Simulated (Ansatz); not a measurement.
# C2H3AlCl3N: basis-set convergence

Aim: see how fast density functionals converge with the basis set for C2H3AlCl3N.

The runs use Ansatz 0.2.0, Gaussian basis; one geometry, several basis sets.

Plan: PBE0-D4/def2-SVP; ωB97M-V/def2-SVP; PBE0-D4/def2-QZVPP; ωB97M-V/def2-QZVPP; the functionals' def2-TZVPP values are taken from earlier runs.

## 1. Structure used throughout

All runs share one geometry, relaxed beforehand with PBE0-D4 in a triple-zeta def2 set.

SMILES `CC#[N+][Al-]([Cl])([Cl])[Cl]`, 10 atoms, charge 0, spin multiplicity 1.

Atoms are counted from 1 here; the program's logs count them from 0.

Bond lengths: C1–C2 1.439 Å, C1–H8 1.091 Å, C1–H9 1.091 Å, C1–H10 1.091 Å, C2–N3 1.142 Å, N3–Al4 1.971 Å, Al4–Cl5 2.107 Å, Al4–Cl6 2.107 Å, Al4–Cl7 2.107 Å. Angles: C2–C1–H8 109.5°, C2–C1–H9 109.5°, C2–C1–H10 109.5°, H8–C1–H9 109.5°, H8–C1–H10 109.5°, H9–C1–H10 109.5°, C1–C2–N3 180.0°, C2–N3–Al4 179.9°, N3–Al4–Cl5 101.3°, N3–Al4–Cl6 101.3°, N3–Al4–Cl7 101.3°, Cl5–Al4–Cl6 116.2°, Cl5–Al4–Cl7 116.2°, Cl6–Al4–Cl7 116.2°.

Geometry (Å):

```mol
C2H3AlCl3N
  3D, bonds by distance, orders not assigned

 10  9  0  0  0  0  0  0  0  0999 V2000
    0.1727   -1.3815    1.7571 C   0  0
    0.0663   -0.4963    0.6277 C   0  0
   -0.0180    0.2060   -0.2684 N   0  0
   -0.1616    1.4181   -1.8163 Al  0  0
    1.8685    1.8095   -2.2247 Cl  0  0
   -1.2704    3.0106   -0.9942 Cl  0  0
   -1.1731    0.1978   -3.2052 Cl  0  0
    0.0208   -2.4108    1.4277 H   0  0
    1.1641   -1.2845    2.2028 H   0  0
   -0.5861   -1.1202    2.4966 H   0  0
  1  2  8  0
  2  3  8  0
  3  4  8  0
  4  5  8  0
  4  6  8  0
  4  7  8  0
  1  8  8  0
  1  9  8  0
  1 10  8  0
M  END
```

## 2. PBE0-D4 in def2-SVP

in.yaml reads:

```yaml
crystal:
  periodic: [false, false, false]
  atoms:
    - {symbol: C, position_ang: [0.172711, -1.381508, 1.757079]}
    - {symbol: C, position_ang: [0.066303, -0.496303, 0.627738]}
    - {symbol: N, position_ang: [-0.018008, 0.206014, -0.268361]}
    - {symbol: Al, position_ang: [-0.161634, 1.418103, -1.816300]}
    - {symbol: Cl, position_ang: [1.868479, 1.809453, -2.224729]}
    - {symbol: Cl, position_ang: [-1.270422, 3.010571, -0.994225]}
    - {symbol: Cl, position_ang: [-1.173084, 0.197785, -3.205203]}
    - {symbol: H, position_ang: [0.020777, -2.410782, 1.427715]}
    - {symbol: H, position_ang: [1.164136, -1.284482, 2.202764]}
    - {symbol: H, position_ang: [-0.586059, -1.120151, 2.496622]}
basis:
  gaussian: {orbitals: def2-SVP}
hamiltonian: {xc: pbe0, dispersion: d4}
output: {orbitals: {seedname: orbitals}}
```

Run with:

```sh
ansatz run in.yaml --threads 4 --pin off --events-out ev --progress --plain --max-ram 11315MiB
```

After this run come: ωB97M-V in def2-SVP; PBE0-D4 in def2-QZVPP; ωB97M-V in def2-QZVPP.

Before running them: what should the planned runs give, taken together? Wanted: PBE0-D4: double and triple zeta above quadruple; ωB97M-V: double and triple zeta above quadruple.

As calculated:

| quantity | value |
| --- | --- |
| PBE0-D4: double and triple zeta above quadruple | 20.77, 1.51 eV |
| ωB97M-V: double and triple zeta above quadruple | 20.68, 1.43 eV |

For PBE0-D4 the step from double to triple zeta gains 19.26 eV and the next only 1.51 eV. Total energies overstate the basis error of differences, where much of it tends to cancel.
